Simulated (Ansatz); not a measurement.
# H₁₂N₂Si₄Zn: how energies converge with the basis set

How large a basis does H₁₂N₂Si₄Zn need? Two functionals are run in growing sets.

The runs use Ansatz 0.2.0, Gaussian basis; one geometry, several basis sets.

Levels to be run: PBE0-D4/def2-SVP; ωB97M-V/def2-SVP; PBE0-D4/def2-QZVPP; ωB97M-V/def2-QZVPP; the functionals' def2-TZVPP values are taken from earlier runs.

## (1) Structure used throughout

All runs share one geometry, relaxed beforehand with PBE0-D4 in a triple-zeta def2 set.

SMILES `[SiH3][N]([SiH3])[Zn][N]([SiH3])[SiH3]`, 19 atoms, charge 0, spin multiplicity 1.

Atoms are counted from 1 here; the program's logs count them from 0.

Bond lengths: Si1–N2 1.724 Å, Si1–H8 1.490 Å, Si1–H9 1.490 Å, Si1–H10 1.491 Å, N2–Si3 1.724 Å, N2–Zn4 1.823 Å, Si3–H11 1.491 Å, Si3–H12 1.490 Å, Si3–H13 1.490 Å, Zn4–N5 1.823 Å, N5–Si6 1.724 Å, N5–Si7 1.724 Å, Si6–H14 1.491 Å, Si6–H15 1.490 Å, Si6–H16 1.490 Å, Si7–H17 1.491 Å, Si7–H18 1.490 Å, Si7–H19 1.490 Å. Angles: N2–Si1–H8 112.0°, N2–Si1–H9 111.9°, N2–Si1–H10 108.4°, H8–Si1–H9 107.6°, H8–Si1–H10 108.4°, H9–Si1–H10 108.5°, Si1–N2–Si3 123.9°, Si1–N2–Zn4 118.1°, Si3–N2–Zn4 118.0°, N2–Si3–H11 108.4°, N2–Si3–H12 112.0°, N2–Si3–H13 111.9°, H11–Si3–H12 108.4°, H11–Si3–H13 108.4°, H12–Si3–H13 107.6°, N2–Zn4–N5 180.0°, Zn4–N5–Si6 118.2°, Zn4–N5–Si7 118.0° and more.

## (2) PBE0-D4 in def2-SVP

in.yaml

```yaml
crystal:
  periodic: [false, false, false]
  atoms:
    - {symbol: Si, position_ang: [3.012590, 0.371421, 0.196832]}
    - {symbol: N, position_ang: [1.666799, -0.705299, 0.208521]}
    - {symbol: Si, position_ang: [1.803857, -2.411949, 0.406581]}
    - {symbol: Zn, position_ang: [-0.001411, 0.000810, 0.001504]}
    - {symbol: N, position_ang: [-1.669821, 0.706511, -0.204995]}
    - {symbol: Si, position_ang: [-2.335117, 0.769994, -1.793714]}
    - {symbol: Si, position_ang: [-2.490209, 1.269373, 1.202439]}
    - {symbol: H, position_ang: [3.765993, 0.337613, 1.481685]}
    - {symbol: H, position_ang: [3.972876, 0.049316, -0.895619]}
    - {symbol: H, position_ang: [2.505520, 1.757652, -0.013763]}
    - {symbol: H, position_ang: [0.436552, -3.004567, 0.346976]}
    - {symbol: H, position_ang: [2.416509, -2.775297, 1.715245]}
    - {symbol: H, position_ang: [2.633011, -3.031298, -0.665180]}
    - {symbol: H, position_ang: [-1.332549, 0.214534, -2.747335]}
    - {symbol: H, position_ang: [-3.585608, -0.031756, -1.907988]}
    - {symbol: H, position_ang: [-2.656576, 2.164878, -2.206395]}
    - {symbol: H, position_ang: [-1.598982, 1.065313, 2.380724]}
    - {symbol: H, position_ang: [-3.761505, 0.530010, 1.441476]}
    - {symbol: H, position_ang: [-2.823830, 2.718443, 1.109306]}
basis:
  gaussian: {orbitals: def2-SVP}
hamiltonian: {xc: pbe0, dispersion: d4}
output: {orbitals: {seedname: orbitals}}
```

The run is started by

```
ansatz run in.yaml --threads 4 --pin off --events-out ev --progress --plain --max-ram 41984MiB --backend cpu
```

Further steps of the session: ωB97M-V in def2-SVP; PBE0-D4 in def2-QZVPP; ωB97M-V in def2-QZVPP.

Q: Predict the results of all the runs planned. Wanted: PBE0-D4: double and triple zeta above quadruple; ωB97M-V: double and triple zeta above quadruple.

**Answer**, as computed:

```
                                       quantity           value
PBE0-D4: double and triple zeta above quadruple  24.33, 2.51 eV
ωB97M-V: double and triple zeta above quadruple  24.41, 2.36 eV
```

In words: PBE0-D4 gains 21.82 eV from double to triple zeta, then 2.51 eV more. These are total energies; as a rule much of such shifts cancels in differences, which this series doesn't test.
